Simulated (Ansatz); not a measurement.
**ClH2NOSW: single points with varied inputs**

Aim: run ClH2NOSW under a spread of inputs, and see what each costs and gives.

Method: the settings change from run to run; program: Ansatz 0.2.0, Gaussian basis.

## (1) The molecule

The structure was relaxed beforehand with PBE0-D4 in a triple-zeta def2 set. W takes a core potential in def2 sets; no spin-orbit term is included.

SMILES `[NH2][W](=[O])(=[S])[Cl]`, 7 atoms, charge 0, spin multiplicity 1.

Atoms are counted from 1 here; the program's logs count them from 0.

Bond lengths: N1–W2 1.920 Å, N1–H6 1.010 Å, N1–H7 1.010 Å, W2–O3 1.694 Å, W2–S4 2.132 Å, W2–Cl5 2.270 Å. Angles: W2–N1–H6 124.3°, W2–N1–H7 122.5°, H6–N1–H7 111.8°, N1–W2–O3 107.2°, N1–W2–S4 108.3°, N1–W2–Cl5 110.9°, O3–W2–S4 110.9°, O3–W2–Cl5 109.3°, S4–W2–Cl5 110.2°.

## (2) PBEsol/def2-TZVPP

Options: unrestricted orbitals, a grid of angular degree 23, D3(BJ) with three-body dispersion.

in.yaml

```yaml
crystal:
  periodic: [false, false, false]
  atoms:
    - {symbol: N, position_ang: [-0.583377, 0.670565, 0.838058]}
    - {symbol: W, position_ang: [0.385707, -0.395728, -0.430682]}
    - {symbol: O, position_ang: [1.554391, -1.264387, 0.435884]}
    - {symbol: S, position_ang: [-0.988512, -1.715584, -1.386510]}
    - {symbol: Cl, position_ang: [1.414105, 0.916667, -1.970651]}
    - {symbol: H, position_ang: [-1.564315, 0.896638, 0.760423]}
    - {symbol: H, position_ang: [-0.218008, 0.891838, 1.753477]}
basis:
  gaussian: {orbitals: def2-TZVPP, final_grid: {core_spheres: 8, valence_spheres: 7, degree: 23}}
magnetization: {spin_polarized: true, initial_magnetization: 0}
hamiltonian: {xc: {name: PBEsol}, dispersion: d3bjatm}
```

On the command line:

```
> ansatz run in.yaml --threads 4 --pin off --events-out ev --progress --plain --max-ram 10444MiB
```

Standard output:

```text
Functional definition: PBEsol
  name "PBEsol"
  cite "Perdew et al., Phys. Rev. Lett. 100, 136406 (2008) doi:10.1103/PhysRevLett.100.136406"
  cite "Perdew, Burke & Ernzerhof, Phys. Rev. Lett. 77, 3865 (1996) doi:10.1103/PhysRevLett.77.3865"
  parent pbesol
  exchange = pbesol_x
  correlation = pbesol_c
1337 factors; their error is unknown
mean field evaluation 1: about -28681.9022 eV, gradient 6.9e1 eV
mean field evaluation 2: about -28450.9238 eV, gradient 2.1e2 eV
mean field evaluation 4: about -28693.6216 eV, gradient 3.7e1 eV
mean field evaluation 8: about -28698.7594 eV, gradient 3.4e0 eV
mean field evaluation 16: about -28698.7891 eV, gradient 6.0e-4 eV
mean field -28698.78907973 eV, -1054.6610459422 hartree, gradient 5.6e-5 eV, S^2 0.000000; 0 other end points of the search recorded, 0 dependent functions left out
reference -28698.78912209 eV, -1054.6610474987 hartree; 32, 32 occupied and 198, 198 virtual orbitals, 1337 factors
Total energy: -28698.89778485 eV, -1054.6650407818 hartree
```

It took 2.6 s on 4 threads of Arm Neoverse V1, shared host.

⟨S²⟩ 0.000.

## (3) PBEsol/def2-TZVPP

Options: atoms shaken by 0.03 Å, D4 dispersion.

in.yaml

```yaml
crystal:
  periodic: [false, false, false]
  atoms:
    - {symbol: N, position_ang: [-0.618602, 0.708913, 0.875489]}
    - {symbol: W, position_ang: [0.416376, -0.395347, -0.436619]}
    - {symbol: O, position_ang: [1.536717, -1.223027, 0.424342]}
    - {symbol: S, position_ang: [-0.996374, -1.706613, -1.359923]}
    - {symbol: Cl, position_ang: [1.411445, 0.891607, -2.001508]}
    - {symbol: H, position_ang: [-1.578800, 0.962718, 0.775408]}
    - {symbol: H, position_ang: [-0.189128, 0.858801, 1.741814]}
basis:
  gaussian: {orbitals: def2-TZVPP}
hamiltonian: {xc: {name: PBEsol}, dispersion: d4}
output: {forces: true}
```

Same command.

Standard output (excerpt; [...] marks lines left out):

```text
Functional definition: PBEsol
  name "PBEsol"
  cite "Perdew et al., Phys. Rev. Lett. 100, 136406 (2008) doi:10.1103/PhysRevLett.100.136406"
  cite "Perdew, Burke & Ernzerhof, Phys. Rev. Lett. 77, 3865 (1996) doi:10.1103/PhysRevLett.77.3865"
  parent pbesol
[...]
1337 factors; their error is unknown
[...]
mean field -28698.50237056 eV, -1054.6505095746 hartree, gradient 6.4e-5 eV, S^2 0.000000; 0 other end points of the search recorded, 0 dependent functions left out
[...]
reference -28698.50240952 eV, -1054.6505110064 hartree; 32, 32 occupied and 198, 198 virtual orbitals, 1337 factors
Total energy: -28698.58547362 eV, -1054.6535635557 hartree
Atom 0 at    -0.618602     0.708913     0.875489 Å, force     1.332351    -1.573322    -2.922196 eV/Å
Atom 1 at     0.416376    -0.395347    -0.436619 Å, force    -4.162651     3.447765    -1.111220 eV/Å
Atom 2 at     1.536717    -1.223027     0.424342 Å, force     3.046742    -2.359418     2.296449 eV/Å
Atom 3 at    -0.996374    -1.706613    -1.359923 Å, force    -0.060228    -0.311680    -0.134520 eV/Å
Atom 4 at     1.411445     0.891607    -2.001508 Å, force     0.158006     0.080742    -0.133371 eV/Å
Atom 5 at    -1.578800     0.962718     0.775408 Å, force    -0.799250     0.228443     0.124518 eV/Å
Atom 6 at    -0.189128     0.858801     1.741814 Å, force     0.485030     0.487470     1.880340 eV/Å
Dipole moment:    -0.241089     0.500836     0.414586 e Å
```

Run time: 2.7 s. Hardware: 4 threads of Arm Neoverse V1, shared host.

Largest force 5.518 eV/Å, dipole 3.33 D.

## (4) SPW92/def2-TZVP

Options: atoms shaken by 0.03 Å.

in.yaml

```yaml
crystal:
  periodic: [false, false, false]
  atoms:
    - {symbol: N, position_ang: [-0.588584, 0.630415, 0.852871]}
    - {symbol: W, position_ang: [0.430544, -0.408964, -0.473583]}
    - {symbol: O, position_ang: [1.546447, -1.302694, 0.401444]}
    - {symbol: S, position_ang: [-1.001459, -1.728380, -1.394215]}
    - {symbol: Cl, position_ang: [1.424230, 0.918145, -1.986981]}
    - {symbol: H, position_ang: [-1.583244, 0.922241, 0.782021]}
    - {symbol: H, position_ang: [-0.224301, 0.939398, 1.755466]}
basis:
  gaussian: {orbitals: def2-TZVP}
hamiltonian: {xc: {name: SPW92}}
```

Launched as before.

Standard output:

```text
Functional definition: SPW92
  name "SPW92"
  cite "Dirac, Proc. Camb. Phil. Soc. 26, 376 (1930) doi:10.1017/S0305004100016108"
  cite "Slater, Phys. Rev. 81, 385 (1951) doi:10.1103/PhysRev.81.385"
  cite "Perdew & Wang, Phys. Rev. B 45, 13244 (1992) doi:10.1103/PhysRevB.45.13244"
  exchange = slater_x
  correlation = pw_c
1235 factors; their error is unknown
mean field evaluation 1: about -28636.5303 eV, gradient 1.0e2 eV
mean field evaluation 2: about -28393.2455 eV, gradient 3.0e2 eV
mean field evaluation 4: about -28648.9141 eV, gradient 5.6e1 eV
mean field evaluation 8: about -28654.7094 eV, gradient 3.6e0 eV
mean field evaluation 16: about -28654.7210 eV, gradient 8.0e-3 eV
mean field -28654.72103777 eV, -1053.0415752707 hartree, gradient 4.4e-5 eV, S^2 0.000000; 0 other end points of the search recorded, 0 dependent functions left out
reference -28654.72107386 eV, -1053.0415765968 hartree; 32, 32 occupied and 156, 156 virtual orbitals, 1235 factors
Total energy: -28654.72107386 eV, -1053.0415765968 hartree
```

Wall time 1.1 s (4 threads of Arm Neoverse V1, shared host).

## (5) r2SCAN50/def2-SVPD

Set apart from the defaults: atoms shaken by 0.03 Å, D4 dispersion, high accuracy.

in.yaml

```yaml
crystal:
  periodic: [false, false, false]
  atoms:
    - {symbol: N, position_ang: [-0.523561, 0.609588, 0.825776]}
    - {symbol: W, position_ang: [0.364902, -0.396366, -0.421246]}
    - {symbol: O, position_ang: [1.576161, -1.271248, 0.393960]}
    - {symbol: S, position_ang: [-0.992220, -1.751218, -1.378201]}
    - {symbol: Cl, position_ang: [1.346698, 0.960679, -1.961724]}
    - {symbol: H, position_ang: [-1.557915, 0.945363, 0.754570]}
    - {symbol: H, position_ang: [-0.166963, 0.917764, 1.759817]}
basis:
  gaussian: {orbitals: def2-SVPD}
hamiltonian: {xc: {name: r2SCAN50}, dispersion: d4}
accuracy: high
```

Same command.

Standard output (excerpt; [...] marks lines left out):

```text
Functional definition: r2SCAN50
  name "r2SCAN50"
  cite "Bursch, Neugebauer, Ehlert & Grimme, J. Chem. Phys. 156, 134105 (2022) doi:10.1063/5.0086040"
  cite "Furness, Kaplan, Ning, Perdew & Sun, J. Phys. Chem. Lett. 11, 8208 (2020) doi:10.1021/acs.jpclett.0c02405"
  cite "Furness, Kaplan, Ning, Perdew & Sun, J. Phys. Chem. Lett. 11, 9248 (2020) doi:10.1021/acs.jpclett.0c03077"
  parent r2scan
[...]
2926 factors; integrals over basis functions are off by at most 3.8e-9 eV
[...]
mean field -28740.92171691 eV, -1056.2093917998 hartree, gradient 3.0e-8 eV, S^2 0.000000; 0 other end points of the search recorded, 0 dependent functions left out
reference -28740.92171767 eV, -1056.2093918280 hartree; 32, 32 occupied and 116, 116 virtual orbitals, 2926 factors
Total energy: -28741.00022571 eV, -1056.2122769452 hartree
```

Run time: 19 s. Hardware: 4 threads of Arm Neoverse V1, shared host; peak memory 0.87 GiB.

## (6) wPBEh/def2-SVP

in.yaml

```yaml
crystal:
  periodic: [false, false, false]
  atoms:
    - {symbol: N, position_ang: [-0.583377, 0.670565, 0.838058]}
    - {symbol: W, position_ang: [0.385707, -0.395728, -0.430682]}
    - {symbol: O, position_ang: [1.554391, -1.264387, 0.435884]}
    - {symbol: S, position_ang: [-0.988512, -1.715584, -1.386510]}
    - {symbol: Cl, position_ang: [1.414105, 0.916667, -1.970651]}
    - {symbol: H, position_ang: [-1.564315, 0.896638, 0.760423]}
    - {symbol: H, position_ang: [-0.218008, 0.891838, 1.753477]}
basis:
  gaussian: {orbitals: def2-SVP}
hamiltonian: {xc: {name: wPBEh}}
```

Launched as before.

Standard output (excerpt; [...] marks lines left out):

```text
Functional definition: wPBEh
  name "wPBEh"
  cite "Heyd, Scuseria & Ernzerhof, J. Chem. Phys. 118, 8207 (2003) doi:10.1063/1.1564060"
  cite "Krukau, Vydrov, Izmaylov & Scuseria, J. Chem. Phys. 125, 224106 (2006) doi:10.1063/1.2404663"
  cite "Heyd & Scuseria, J. Chem. Phys. 120, 7274 (2004) doi:10.1063/1.1668634"
  cite "Ernzerhof & Perdew, J. Chem. Phys. 109, 3313 (1998) doi:10.1063/1.476928"
  cite "Perdew, Burke & Ernzerhof, Phys. Rev. Lett. 77, 3865 (1996) doi:10.1103/PhysRevLett.77.3865"
  parent pbe
[...]
1006 factors; integrals over basis functions are off by at most 1.2e-3 eV
90 factors; integrals over basis functions are off by at most 8.1e-7 eV
[...]
mean field -28737.69758489 eV, -1056.0909071338 hartree, gradient 3.1e-5 eV, S^2 0.000000; 0 other end points of the search recorded, 0 dependent functions left out
reference -28737.69764837 eV, -1056.0909094667 hartree; 32, 32 occupied and 74, 74 virtual orbitals, 1006 factors
Total energy: -28737.69764837 eV, -1056.0909094667 hartree
```

It took 1.6 s on 4 threads of Arm Neoverse V1, shared host.

## (7) revPBE/def2-TZVP

This run has D4 dispersion.

in.yaml: that of step 6 with these lines changed.

```diff
@@ -11,3 +11,3 @@
 basis:
-  gaussian: {orbitals: def2-SVP}
-hamiltonian: {xc: {name: wPBEh}}
+  gaussian: {orbitals: def2-TZVP}
+hamiltonian: {xc: {name: revPBE}, dispersion: d4}
```

Launched as before.

Standard output:

```text
Functional definition: revPBE
  name "revPBE"
  cite "Zhang & Yang, Phys. Rev. Lett. 80, 890 (1998) doi:10.1103/PhysRevLett.80.890"
  cite "Perdew, Burke & Ernzerhof, Phys. Rev. Lett. 77, 3865 (1996) doi:10.1103/PhysRevLett.77.3865"
  parameter kappa = 1.245
  parameter beta = 0.06672455060314922
  exchange = pbe_x(kappa = kappa, mu = beta*pi^2/3)
  correlation = pbe_c(beta = beta)
1235 factors; their error is unknown
mean field evaluation 1: about -28741.3129 eV, gradient 9.8e1 eV
mean field evaluation 2: about -28505.8262 eV, gradient 3.0e2 eV
mean field evaluation 4: about -28753.2530 eV, gradient 5.3e1 eV
mean field evaluation 8: about -28758.4263 eV, gradient 4.7e0 eV
mean field evaluation 16: about -28758.4553 eV, gradient 1.1e-2 eV
mean field -28758.45531588 eV, -1056.8537396776 hartree, gradient 8.6e-5 eV, S^2 0.000000; 0 other end points of the search recorded, 0 dependent functions left out
reference -28758.45536462 eV, -1056.8537414685 hartree; 32, 32 occupied and 156, 156 virtual orbitals, 1235 factors
Total energy: -28759.01692820 eV, -1056.8743785494 hartree
```

It took 1.9 s on 4 threads of Arm Neoverse V1, shared host.

## (8) PBE/x2c-TZVPPall

Set apart from the defaults: the search for lower states set to light.

in.yaml: that of step 7 with these lines changed.

```diff
@@ -11,3 +11,5 @@
 basis:
-  gaussian: {orbitals: def2-TZVP}
-hamiltonian: {xc: {name: revPBE}, dispersion: d4}
+  gaussian: {orbitals: x2c-TZVPPall}
+hamiltonian: {xc: {name: PBE}}
+scf: {lower_state_search: light}
+output: {forces: true}
```

Launched as before.

Standard output (excerpt; [...] marks lines left out):

```text
Functional definition: PBE
  name "PBE"
  cite "Perdew, Burke & Ernzerhof, Phys. Rev. Lett. 77, 3865 (1996) doi:10.1103/PhysRevLett.77.3865"
  parent pbe
[...]
1804 factors; their error is unknown
[...]
mean field -466338.81102405 eV, -17137.6352093349 hartree, gradient 1.3e-5 eV, S^2 0.000000; 0 other end points of the search recorded, 0 dependent functions left out
[...]
reference -466338.81108438 eV, -17137.6352115519 hartree; 62, 62 occupied and 209, 209 virtual orbitals, 1804 factors
Total energy: -466338.81108438 eV, -17137.6352115519 hartree
Relativity: scalar
Atom 0 at    -0.583377     0.670565     0.838058 Å, force     0.105909    -0.050373    -0.134174 eV/Å
Atom 1 at     0.385707    -0.395728    -0.430682 Å, force    -0.315914     0.586574    -0.403721 eV/Å
Atom 2 at     1.554391    -1.264387     0.435884 Å, force     0.646243    -0.498154     0.489052 eV/Å
Atom 3 at    -0.988512    -1.715584    -1.386510 Å, force    -0.264048    -0.267771    -0.178336 eV/Å
Atom 4 at     1.414105     0.916667    -1.970651 Å, force     0.053167     0.059039    -0.077386 eV/Å
Atom 5 at    -1.564315     0.896638     0.760423 Å, force    -0.328077     0.084801    -0.011353 eV/Å
Atom 6 at    -0.218008     0.891838     1.753477 Å, force     0.102720     0.085884     0.315918 eV/Å
Dipole moment:    -0.359069     0.554071     0.438316 e Å
```

Run time: 6 s. Hardware: 4 threads of Arm Neoverse V1, shared host; peak memory 0.57 GiB.

Largest force 0.951 eV/Å, dipole 3.81 D.

## (9) The runs in one table

| level | charge | multiplicity | geometry | functions | energy (eV) | time |
| --- | --- | --- | --- | --- | --- | --- |
| PBEsol/def2-TZVPP | 0 | 1 | relaxed | 230 | -28698.898 | 2.6 s |
| PBEsol/def2-TZVPP | 0 | 1 | shaken | 230 | -28698.585 | 2.7 s |
| SPW92/def2-TZVP | 0 | 1 | shaken | 188 | -28654.721 | 1.1 s |
| r2SCAN50/def2-SVPD | 0 | 1 | shaken | 148 | -28741.000 | 19 s |
| wPBEh/def2-SVP | 0 | 1 | relaxed | 106 | -28737.698 | 1.6 s |
| revPBE/def2-TZVP | 0 | 1 | relaxed | 188 | -28759.017 | 1.9 s |
| PBE/x2c-TZVPPall | 0 | 1 | relaxed | 271 | -466338.811 | 6 s |

## (10) Results

```
                                         quantity                     value
                                             runs                         7
                                         quickest    SPW92/def2-TZVP, 1.1 s
                                          slowest  r2SCAN50/def2-SVPD, 19 s
spread of total energies, same state and geometry               437639.9 eV
```

In words: r2SCAN50/def2-SVPD took 16 times as long as SPW92/def2-TZVP. The jobs differ in tasks and options as well as level. The totals spread over 437640 eV; they can't be compared across methods or bases. Some of these runs are scalar-relativistic and others not, which shifts the totals of all-electron atoms past neon by eV; core potentials, where a basis has them, take the core out of the total altogether. At the PBE0-D4/def2-TZVP geometry and in the same state, runs without warnings or point charges leave forces up to 0.95 eV/Å (PBE/x2c-TZVPPall), against 5.5 eV/Å where the atoms were moved.
